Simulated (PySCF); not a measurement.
# SnCl3(SiMe3): geometry, NMR shifts and electronic excitations

What NMR shifts and electronic excitations should SnCl3(SiMe3) (`C[Si](C)(C)[Sn]([Cl])([Cl])[Cl]`) show?

The runs use PySCF 2.14.0, with density-fitted response routines of our own; the level of theory stands in each step. All values are computed, except where a source is named. Atoms are numbered from 0 throughout.

### 1 The molecule as given

17 atoms, charge 0, multiplicity 1; geometry from: GFN2-xTB. The atoms were then displaced at random by about 0.03 Å, so the start is not that level's minimum.

Bonds of the start (Å): Sn0–Cl1 2.37, Sn0–Cl2 2.29, Sn0–Cl3 2.45, Sn0–Si4 2.71, Si4–C5 1.88, Si4–C6 1.88, Si4–C7 1.89, C5–H8 1.07, C5–H9 1.12, C5–H10 1.06, C6–H11 1.11, C6–H12 1.18, C6–H13 1.12, C7–H14 1.07, C7–H15 1.03, C7–H16 1.09.

### 2 Relaxing the molecule at PBE0-D3(BJ)/def2-SVP

What the job is given:

```
{"job": {"xc": "PBE0", "basis": "def2-SVP", "d3": "d3bj", "grid": 1, "maxiter": 40, "shake": 0.03, "kind": "geom"}, "charge": 0, "multiplicity": 1}
Sn     1.105490     1.723750     0.751750
Cl     1.137770     2.012730     3.106100
Cl     3.260990     1.969430     0.017320
Cl     0.166570     3.861230     0.004970
Si    -0.242240    -0.425050    -0.193420
C      0.807470    -1.789030     0.564980
C     -1.933220    -0.192850     0.593000
C     -0.065750    -0.162360    -2.057190
H      0.428820    -2.760920     0.339170
H      0.820110    -1.767000     1.688960
H      1.823840    -1.745980     0.259200
H     -1.896910    -0.153430     1.698530
H     -2.505650     0.771560     0.229220
H     -2.669570    -0.996280     0.331340
H     -0.622500     0.702960    -2.358750
H      0.923960    -0.073230    -2.339960
H     -0.567740    -0.976120    -2.574990
```

The run is started by

```console
> OMP_NUM_THREADS=1 python probes_run.py task.json out
```

The driver reads the jobs from task.json and runs them one after another.

Standard output:

```text
step   0  E = -2002.99652647  max force = 0.049972
step   1  E = -2003.01526920  max force = 0.010262
step   2  E = -2003.01686358  max force = 0.004980
step   3  E = -2003.01740389  max force = 0.002001
step   4  E = -2003.01746819  max force = 0.001616
step   5  E = -2003.01747936  max force = 0.000716
step   6  E = -2003.01747868  max force = 0.000249
optimisation converged
```

Run time: 2.7 min. Hardware: 1 thread of Arm Neoverse V2, shared host; peak memory 1 GiB.

Along the way:

```tsv
step	energy from step 0 (eV)	largest force component (eV/Å)
0	0.0000	2.5697
1	-0.5100	0.5277
2	-0.5534	0.2561
3	-0.5681	0.1029
4	-0.5699	0.0831
5	-0.5702	0.0368
6	-0.5701	0.0128
```

Close pairs (by a distance rule), those that changed most:

```tsv
bond	before (Å)	after (Å)	change (Å)
Sn0–Si4	2.707	2.582	-0.124
Sn0–Cl3	2.451	2.353	-0.098
C6–H12	1.179	1.100	-0.079
C7–H15	1.033	1.100	+0.067
Sn0–Cl2	2.290	2.355	+0.065
C5–H10	1.062	1.101	+0.038
C5–H8	1.067	1.102	+0.035
C7–H14	1.072	1.100	+0.028
```

The next job starts from the end point, and lists it.

```tsv
at the end point	value
rotational constants (GHz, main isotopes)	0.774, 0.505, 0.502
dipole moment (D)	6.28
```

### 3 Nuclear shieldings: PBE0/def2-TZVP+pcSseg-1

What the job is given:

```
{"job": {"kind": "nmr", "xc": "PBE0", "basis": {"default": "pcSseg-1", "Sn": "def2-TZVP"}}, "charge": 0, "multiplicity": 1}
Sn     1.102627     1.793076     0.716088
Cl     1.287127     1.963114     3.057248
Cl     3.316700     1.736509    -0.084337
Cl     0.275393     3.876323    -0.000119
Si    -0.202784    -0.279576    -0.101742
C      0.745261    -1.743012     0.580684
C     -1.936882    -0.145747     0.590360
C     -0.140825    -0.178209    -1.970420
H      0.267834    -2.681386     0.253690
H      0.760027    -1.731416     1.681116
H      1.785607    -1.743136     0.221782
H     -1.925332    -0.116672     1.690488
H     -2.445119     0.759507     0.225290
H     -2.531117    -1.020434     0.277599
H     -0.651497     0.724346    -2.338491
H      0.900058    -0.155081    -2.326865
H     -0.635637    -1.058797    -2.412140
```

With the program's defaults for keys left out, this is: GIAO PBE0/pcSseg-1 Sn:def2-TZVP NMR shielding, scalar relativity only through core potentials, gas phase.

Standard output:

```text
coarse grid: 71176 points
cycle   1  E = -2001.7930910233  dE = -3.485e+01  |g| = 2.880e+00  |ddm| = 3.089e+01
cycle   2  E = -1995.2886946561  dE =  6.504e+00  |g| = 6.269e+00  |ddm| = 1.521e+01
cycle   3  E = -2003.4929196565  dE = -8.204e+00  |g| = 3.905e-01  |ddm| = 1.323e+01
cycle   4  E = -2003.5087728215  dE = -1.585e-02  |g| = 3.234e-01  |ddm| = 8.528e-01
cycle   5  E = -2003.5380733045  dE = -2.930e-02  |g| = 3.443e-02  |ddm| = 3.866e-01
cycle   6  E = -2003.5383255850  dE = -2.523e-04  |g| = 1.476e-02  |ddm| = 6.485e-02
cycle   7  E = -2003.5383788368  dE = -5.325e-05  |g| = 3.567e-03  |ddm| = 2.411e-02
cycle   8  E = -2003.5383817532  dE = -2.916e-06  |g| = 8.325e-04  |ddm| = 5.086e-03
final grid: 143184 points
cycle   9  E = -2003.5383662528  dE = -6.386e-08  |g| = 8.723e-04  |ddm| = 2.698e-03
cycle  10  E = -2003.5383661779  dE =  7.486e-08  |g| = 1.024e-03  |ddm| = 1.883e-03
cycle  11  E = -2003.5383664417  dE = -2.637e-07  |g| = 9.449e-05  |ddm| = 1.116e-03
cycle  12  E = -2003.5383664438  dE = -2.126e-09  |g| = 1.496e-05  |ddm| = 1.249e-04
cycle  13  E = -2003.5383664438  dE = -5.593e-11  |g| = 2.561e-06  |ddm| = 2.044e-05
converged SCF energy = -2003.5383664438

GIAO shielding tensors (ppm)
atom      isotropic    diamagn.    paramagn.     s11        s22        s33       span
  0 Sn         nan         nan         nan        nan        nan        nan        nan
  1 Cl     837.302    1148.675    -311.373    688.921    807.298   1015.688    326.767
  2 Cl     839.875    1148.890    -309.016    693.641    813.494   1012.489    318.849
  3 Cl     835.555    1148.625    -313.070    686.959    804.081   1015.624    328.665
  4 Si     323.549     882.232    -558.683    320.792    323.495    326.360      5.568
  5 C      185.049     256.222     -71.173    181.671    183.670    189.805      8.134
  6 C      185.107     255.972     -70.865    181.924    183.401    189.996      8.072
  7 C      185.050     256.222     -71.172    181.818    183.522    189.808      7.990
  8 H       30.877      30.226       0.651     26.058     27.431     39.143     13.085
  9 H       30.670      31.062      -0.392     25.639     29.587     36.783     11.144
 10 H       30.617      31.159      -0.542     25.411     29.908     36.533     11.122
 11 H       30.671      30.941      -0.270     25.598     29.608     36.808     11.211
 12 H       30.697      30.926      -0.229     25.689     29.476     36.926     11.236
 13 H       30.858      30.103       0.755     26.039     27.484     39.051     13.012
 14 H       30.692      31.050      -0.358     25.707     29.504     36.867     11.160
 15 H       30.615      31.180      -0.565     25.367     30.013     36.465     11.098
 16 H       30.866      30.207       0.658     26.036     27.419     39.141     13.105
```

Wall time 65 s (1 thread of Arm Neoverse V2, shared host); peak memory 1.3 GiB.

Shifts follow as δ = σ(reference) − σ, with reference shieldings (ppm) from runs at the same level and on the same kind of geometry: ¹H TMS 31.27, ¹³C TMS 184.4, ²⁹Si TMS 352.0, ³⁵Cl HCl 943. The references are single molecules in the gas phase. Atoms listed in one row are averaged.

```tsv
atoms	environment	σ (ppm)	δ (ppm)
C5, C6, C7	carbon bonded to Si, 3 H	185.1	-0.7
H8, H9, H10, H11, H12 and 4 more	hydrogen on a carbon bonded to Si	30.73	0.54
Cl1, Cl2, Cl3	chlorine bonded to Sn	838	106
Si4	silicon bonded to 3 C, Sn	323.5	28.4
```

Atoms past Kr carry core potentials, so their printed shieldings have no meaning and are left out of the table.

Charges from the same density, by scheme (e):

```tsv
atoms	Mulliken	ESP fit
Sn0	0.46	0.22
Cl1, Cl2, Cl3	-0.28	-0.18
Si4	0.77	0.78
C5, C6, C7	-0.62	-0.65
```

Mayer bond orders: Sn0–Cl1 1.02, Sn0–Cl2 1.02, Sn0–Cl3 1.02, Sn0–Si4 0.73, Si4–C5 1.01, Si4–C6 1.01, Si4–C7 1.01.

With diffuse functions Mulliken charges and Mayer bond orders lose their meaning; the other schemes are steadier.

The fields below are evaluated on a grid from the run's orbitals.

Frontier orbitals at PBE0/def2-TZVP+pcSseg-1, with the share of their density that lies nearest to each atom:

```tsv
orbital	energy (eV)	lies on
HOMO	-8.15	Sn0 19 %; Si4 18 %; Cl1, Cl2, Cl3 about 16 % each
LUMO	-1.88	Sn0 32 %; Si4 18 %; Cl1, Cl2, Cl3 about 14 % each
```

ELF in a plane through or near 4 of the atoms.

Ten even steps from '0' (0.00) to '9' (1.00):
```
0000000000000000000000000000
0000000000000000000000000000
0000011210000000000000000000
0001356653100000000000000000
0025788886200013200000000000
0036883786200024300000000000
0036885774100001100000000000
0014677742211123210100000000
0000122233266223530000000000
0000011627377187021000000000
0000011667277277020000000000
0000011122365556851100000000
0000011111101576579981000000
0000011110001573199993000000
0000011100004899679991000000
0000000000004898536740000000
0000000000001454100000000000
0000000000000000000000000000
0000000000000000000000000000
0000000000000000000000000000
```
The map spans 11.6 Å across and 10.1 Å up, centred on the molecule. Atoms in the plane (x, y in Å): Sn0 (-2.2, 0.1), Si4 (0.4, 0.0), C7 (0.8, -1.8), H16 (1.9, -1.9).

On the surface of density 0.002 e/bohr³ the electrostatic potential runs, from the 1st to the 99th percentile, from -0.87 V near Cl2 to 1.61 V near H8.

### 4 Ultraviolet spectrum: wB97X-D/def2-SVPD

Settings changed since step 3:

```diff
@@ -1,2 +1,2 @@
-{"job": {"kind": "nmr", "xc": "PBE0", "basis": {"default": "pcSseg-1", "Sn": "def2-TZVP"}}, "charge": 0, "multiplicity": 1}
+{"job": {"kind": "uv", "xc": "wB97X-D", "basis": "def2-SVPD", "ip": false, "nstates": 10}, "charge": 0, "multiplicity": 1}
 Sn     1.102627     1.793076     0.716088
```

With the program's defaults for keys left out, this is: TDDFT wB97X-D/def2-SVPD, vertical, gas phase, core orbitals frozen in the response.

Standard output:

```text
coarse grid: 71176 points
cycle   1  E = -2002.0679818251  dE = -2.148e+01  |g| = 2.649e+00  |ddm| = 1.395e+01
cycle   2  E = -2002.1766476186  dE = -1.087e-01  |g| = 2.685e+00  |ddm| = 1.421e+01
cycle   3  E = -2003.7584084756  dE = -1.582e+00  |g| = 1.175e-01  |ddm| = 4.060e+00
cycle   4  E = -2003.7660588273  dE = -7.650e-03  |g| = 4.719e-02  |ddm| = 4.226e-01
cycle   5  E = -2003.7668014133  dE = -7.426e-04  |g| = 1.369e-02  |ddm| = 1.078e-01
cycle   6  E = -2003.7669119535  dE = -1.105e-04  |g| = 3.462e-03  |ddm| = 4.760e-02
cycle   7  E = -2003.7669184404  dE = -6.487e-06  |g| = 1.208e-03  |ddm| = 1.232e-02
final grid: 143184 points
cycle   8  E = -2003.7630787084  dE = -7.321e-06  |g| = 1.951e-03  |ddm| = 1.865e-02
cycle   9  E = -2003.7630790620  dE = -3.537e-07  |g| = 1.484e-03  |ddm| = 6.512e-03
cycle  10  E = -2003.7630795740  dE = -5.119e-07  |g| = 1.524e-04  |ddm| = 2.825e-03
cycle  11  E = -2003.7630795846  dE = -1.061e-08  |g| = 5.366e-05  |ddm| = 4.203e-04
cycle  12  E = -2003.7630795868  dE = -2.265e-09  |g| = 1.379e-05  |ddm| = 2.435e-04
cycle  13  E = -2003.7630795870  dE = -1.223e-10  |g| = 4.236e-06  |ddm| = 5.082e-05
converged SCF energy = -2003.7630795870

Static polarisability (au): isotropic 147.460, principal 140.971 141.836 159.572

Singlet excitations
state   eV       nm        f      main configurations
  1   5.5879    221.9   0.35051   H->L 0.94
  2   5.9055    209.9   0.00003   H-1->L 0.93
  3   6.0432    205.2   0.00323   H-3->L 0.37, H-2->L 0.35, H->L+1 0.15
  4   6.0544    204.8   0.00375   H-2->L 0.38, H-3->L 0.35, H->L+2 0.15
  5   6.3365    195.7   0.01643   H-4->L 0.55, H-5->L 0.31
  6   6.3561    195.1   0.01379   H-5->L 0.53, H-4->L 0.29
  7   6.6055    187.7   0.12891   H->L+1 0.76, H-2->L 0.12
  8   6.6292    187.0   0.13342   H->L+2 0.77, H-3->L 0.12
  9   6.9510    178.4   0.04420   H-8->L 0.59, H-2->L+1 0.15, H-3->L+2 0.12
 10   7.2935    170.0   0.00046   H-1->L+1 0.62, H-6->L 0.12

Triplet excitations (Tamm-Dancoff, eV): 4.6485 5.5571 5.6097 5.6236
```

Run time: 2 min. Hardware: 1 thread of Arm Neoverse V2, shared host; peak memory 1.6 GiB.

Frontier orbitals and where they lie:

```tsv
orbital	eV	atoms
HOMO−3	-10.85	Cl1 47 %, Cl3 35 %, Cl2 15 %
HOMO−2	-10.84	Cl2 49 %, Cl3 28 %, Cl1 20 %
HOMO−1	-10.71	Cl2 38 %, Cl3 33 %, Cl1 29 %
HOMO	-9.84	Sn0 20 %, Si4 17 %, Cl2 16 %
LUMO	-0.34	Sn0 25 %, Cl3 17 %, Cl1 17 %
LUMO+1	0.80	Sn0 35 %, Cl3 13 %, Si4 12 %
LUMO+2	0.84	Sn0 35 %, Cl1 14 %, Si4 12 %
```

With each of the 10 states as a Gaussian band of 0.4 eV half-width at 1/e, the curve within the window shown has maxima at 221 nm (ε 14,000), 187 nm (ε 12,000) L/(mol cm). Beyond the last state computed it falls off for lack of states. The curve at chosen wavelengths:

(nm, ε (L/mol/cm)): (163, 174), (166, 510), (170, 1608), (173, 3163), (177, 6257), (180, 8913), (183, 11135), (187, 12335), (190, 11657), (194, 9371), (197, 7507), (200, 6221), (204, 6017), (207, 7054), (211, 9529), (214, 11601), (217, 13294), (221, 14310), (224, 13957), (228, 12210), (231, 10302), (234, 8227), (238, 5636), (241, 4022), (245, 2404), (248, 1563)

Leading natural transition orbitals of singlet state 1: the hole lies on Cl1, Cl2, Cl3 about 19 % each; Sn0 15 %; Si4 15 %; the particle on Sn0 34 %; Cl1, Cl2, Cl3 about 15 % each; Si4 13 %.

Ground-state properties from the same run:

```tsv
property	computed
dipole moment (D)	6.52
polarisability (Å³)	21.85
HOMO–LUMO gap (eV)	9.51
−ε(HOMO) (eV)	9.84
```

### 5 Nuclear shieldings: wB97X-D/def2-TZVP+pcSseg-1

Settings changed since step 4:

```diff
@@ -1,2 +1,2 @@
-{"job": {"kind": "uv", "xc": "wB97X-D", "basis": "def2-SVPD", "ip": false, "nstates": 10}, "charge": 0, "multiplicity": 1}
+{"job": {"kind": "nmr", "xc": "wB97X-D", "basis": {"default": "pcSseg-1", "Sn": "def2-TZVP"}, "pop": false}, "charge": 0, "multiplicity": 1}
 Sn     1.102627     1.793076     0.716088
```

With the program's defaults for keys left out, this is: GIAO wB97X-D/pcSseg-1 Sn:def2-TZVP NMR shielding, scalar relativity only through core potentials, gas phase.

Standard output:

```text
coarse grid: 71176 points
cycle   1  E = -2003.1370692197  dE = -3.544e+01  |g| = 2.394e+00  |ddm| = 3.092e+01
cycle   2  E = -2003.2636849840  dE = -1.266e-01  |g| = 2.546e+00  |ddm| = 6.870e+00
cycle   3  E = -2004.2775031185  dE = -1.014e+00  |g| = 1.105e-01  |ddm| = 2.627e+00
cycle   4  E = -2004.2813595441  dE = -3.856e-03  |g| = 5.370e-02  |ddm| = 3.240e-01
cycle   5  E = -2004.2819180658  dE = -5.585e-04  |g| = 9.245e-03  |ddm| = 6.673e-02
cycle   6  E = -2004.2819752638  dE = -5.720e-05  |g| = 2.878e-03  |ddm| = 3.342e-02
cycle   7  E = -2004.2819799524  dE = -4.689e-06  |g| = 1.069e-03  |ddm| = 9.243e-03
final grid: 143184 points
cycle   8  E = -2004.2786783935  dE = -1.198e-05  |g| = 2.152e-03  |ddm| = 1.760e-02
cycle   9  E = -2004.2786787720  dE = -3.785e-07  |g| = 1.539e-03  |ddm| = 3.893e-03
cycle  10  E = -2004.2786791388  dE = -3.669e-07  |g| = 1.511e-04  |ddm| = 1.654e-03
cycle  11  E = -2004.2786791493  dE = -1.041e-08  |g| = 6.886e-05  |ddm| = 3.416e-04
cycle  12  E = -2004.2786791521  dE = -2.822e-09  |g| = 1.711e-05  |ddm| = 1.928e-04
cycle  13  E = -2004.2786791523  dE = -2.228e-10  |g| = 6.600e-06  |ddm| = 6.383e-05
converged SCF energy = -2004.2786791523

GIAO shielding tensors (ppm)
atom      isotropic    diamagn.    paramagn.     s11        s22        s33       span
  0 Sn         nan         nan         nan        nan        nan        nan        nan
  1 Cl     855.548    1148.984    -293.437    711.663    830.815   1024.165    312.502
  2 Cl     857.781    1149.212    -291.431    715.580    836.351   1021.414    305.833
  3 Cl     854.001    1148.929    -294.929    709.866    828.086   1024.051    314.186
  4 Si     327.664     882.008    -554.344    325.248    327.615    330.129      4.882
  5 C      185.621     256.583     -70.963    183.122    184.228    189.511      6.389
  6 C      185.601     256.321     -70.720    183.248    183.898    189.656      6.408
  7 C      185.613     256.583     -70.970    183.228    184.098    189.514      6.286
  8 H       30.992      30.355       0.637     26.171     27.552     39.254     13.084
  9 H       30.822      31.248      -0.427     25.809     29.733     36.922     11.113
 10 H       30.771      31.360      -0.589     25.584     30.056     36.673     11.089
 11 H       30.822      31.124      -0.302     25.769     29.755     36.941     11.171
 12 H       30.848      31.107      -0.259     25.861     29.624     37.059     11.198
 13 H       30.973      30.228       0.744     26.152     27.606     39.160     13.008
 14 H       30.845      31.235      -0.391     25.877     29.650     37.006     11.129
 15 H       30.769      31.382      -0.614     25.541     30.160     36.605     11.064
 16 H       30.981      30.336       0.644     26.149     27.540     39.252     13.103
```

It took 72 s on 1 thread of Arm Neoverse V2, shared host; peak memory 1.4 GiB.

Key values: δ C5 -1.1, Cl1 84, Si4 25.3, H8 0.51 ppm (means over like atoms).

### 6 Run by run: NMR shifts

Shifts (ppm), means over like atoms, with basis size and wall time:

```tsv
run	C5	H8	Cl1	Si4	functions	time
PBE0/def2-TZVP+pcSseg-1	-0.7	0.54	106	28.4	242	65 s
wB97X-D/def2-TZVP+pcSseg-1	-1.1	0.51	84	25.3	242	72 s
```

### 7 Outcome

```
                                                                          quantity                        value
                                              rotational constants (main isotopes)         0.77, 0.51, 0.50 GHz
 ¹³C shifts against TMS (PBE0/def2-TZVP+pcSseg-1, means over atoms taken as alike)                     -0.7 ppm
  ¹H shifts against TMS (PBE0/def2-TZVP+pcSseg-1, means over atoms taken as alike)                     0.54 ppm
³⁵Cl shifts against HCl (PBE0/def2-TZVP+pcSseg-1, means over atoms taken as alike)                      106 ppm
                                 ²⁹Si shifts against TMS (PBE0/def2-TZVP+pcSseg-1)                     28.4 ppm
                                             surface potential, 1st and 99th percentile           -0.87 V and 1.61 V
                                                lowest singlet (wB97X-D/def2-SVPD)  5.59 eV (222 nm), f = 0.351
                                                                    lowest triplet                      4.65 eV
                                                         range of the shift of Cl1                84 to 106 ppm
```

The start was shaken at random, so part of the energy gained undoes that. The optimisation took 6 steps and gained 0.570 eV; among the close pairs (by a distance rule), Sn0–Si4 changed most, from 2.707 to 2.582 Å. At PBE0/def2-TZVP+pcSseg-1: The largest span, 325 ppm, is at Cl1, Cl2, Cl3, where the paramagnetic term is -311 ppm. By nearest atom (PBE0/def2-TZVP+pcSseg-1), the HOMO sits on Sn0 19 %; Si4 18 % and the LUMO on Sn0 32 %; Si4 18 %. The first singlet state (HOMO→LUMO 0.94) lies at 5.59 eV and is bright. The lowest triplet lies 0.94 eV below the lowest singlet (triplets in Tamm-Dancoff, singlets in full TDDFT). Spin-orbit coupling, left out, mixes singlets and triplets in elements this heavy. In ppm, Cl1 (with its like atoms) moves most: its shift spreads over 22 ppm, from 84 (wB97X-D/def2-TZVP+pcSseg-1) to 106 (PBE0/def2-TZVP+pcSseg-1). Spin-orbit coupling is left out, which matters for shieldings and couplings at and beside the heavy atoms.
